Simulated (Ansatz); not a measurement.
# CH4GeS: the cost of one run

Computed with Ansatz 0.2.0, driven from Python. Level of theory: PBE0+D4/def2-SVP.

### Step 1. The structure

Bond lengths: S1–C2 1.476 Å, C2–Ge3 1.911 Å, C2–H4 1.039 Å, Ge3–H5 1.541 Å, Ge3–H6 1.558 Å, Ge3–H7 1.610 Å. Angles: S1–C2–Ge3 120.4°, S1–C2–H4 121.7°, Ge3–C2–H4 117.7°, C2–Ge3–H5 110.5°, C2–Ge3–H6 110.5°, C2–Ge3–H7 108.9°, H5–Ge3–H6 110.7°, H5–Ge3–H7 108.6°, H6–Ge3–H7 107.6°.

No structure file is read: the coordinates are typed or built in the script.

### Step 2. The code

Contents of run_pa.py:

```python
'''Adding a proton to CH4GeS.'''

from dataclasses import dataclass
import warnings

import ansatz as az
import numpy as np


@dataclass(frozen=True)
class RunConfig:
    basis: str = 'def2-SVP'
    xc: str = 'pbe0'
    dispersion: str = 'd4'
    net_charge: int = 1
    fmax: float = 0.01


settings = RunConfig()

GEOMETRY = '''
S    -0.32430   -1.90710    1.14720
C    -0.55290   -1.01110   -0.00260
Ge    0.30190    0.69620   -0.08340
H    -1.10770   -1.31290   -0.82760
H    -0.02290    1.40120   -1.41520
H    -0.12810    1.58000    1.12600
H     1.89520    0.48560    0.00990
'''

warnings.simplefilter('ignore', az.DeckWarning)

mol = az.Crystal.molecule()
for line in GEOMETRY.strip().splitlines():
    symbol, *xyz = line.split()
    mol = mol.atom(symbol, [float(v) for v in xyz])

calculation = mol.calculation()
calculation = calculation.basis(gaussian=settings.basis)
calculation = calculation.functional(settings.xc, dispersion=settings.dispersion)
symbols = [site.symbol for site in mol.cartesian_sites]
start = np.array([site.position_ang for site in mol.cartesian_sites], dtype=float)
summary = calculation.relax(force_tolerance=0.01).run().report
end = np.array(summary['positions_ang'])

# put the proton on the side away from the neighbours, slightly off axis
away = sum((end[0] - end[j]) / np.linalg.norm(end[0] - end[j]) for j in [1]) + np.array([0.15, 0.1, -0.2])
proton = end[0] + 1.4 * away / np.linalg.norm(away)
acid = az.Crystal.molecule()
for symbol, place in zip(symbols, end):
    acid = acid.atom(symbol, place.tolist())
acid = acid.atom('H', proton.tolist())
protonated = (
    acid.calculation()
    .basis(gaussian=settings.basis)
    .functional(settings.xc, dispersion=settings.dispersion)
    .charge(settings.net_charge)
    .relax(force_tolerance=settings.fmax, max_steps=80)
)
after = protonated.run().report
xyz = np.array(after['positions_ang'])
reach = np.linalg.norm(xyz[:-1] - xyz[-1], axis=1)
print(f'base {summary["free_energy_ev"]:.5f} eV, protonated {after["free_energy_ev"]:.5f} eV')
print(f'the proton ends {reach.min():.3f} A from {symbols[reach.argmin()]}{reach.argmin()}')
print(f'electronic proton affinity {23.060548 * (summary["free_energy_ev"] - after["free_energy_ev"]):.1f} kcal/mol')
```

### Step 3. The calls as engine input

The package turns the script's settings into the engine's input (first run):

```yaml
crystal:
  periodic: [false, false, false]
  atoms:
    - { symbol: S, position_ang: [-0.3243, -1.9071, 1.1472] }
    - { symbol: C, position_ang: [-0.5529, -1.0111, -0.0026] }
    - { symbol: Ge, position_ang: [0.3019, 0.6962, -0.0834] }
    - { symbol: H, position_ang: [-1.1077, -1.3129, -0.8276] }
    - { symbol: H, position_ang: [-0.0229, 1.4012, -1.4152] }
    - { symbol: H, position_ang: [-0.1281, 1.58, 1.126] }
    - { symbol: H, position_ang: [1.8952, 0.4856, 0.0099] }
basis:
  gaussian:
    orbitals: def2-SVP
hamiltonian:
  xc: pbe0
  dispersion: d4
relax:
  f_tol: 0.01
```

### Step 4. Running it

Command:

```console
$ python run_pa.py
```

**Question.** How long does this script take on 1 thread of Arm Neoverse V2, shared host, and how much memory does it need?

About 1.9 min, with a peak of 0.25 GiB.
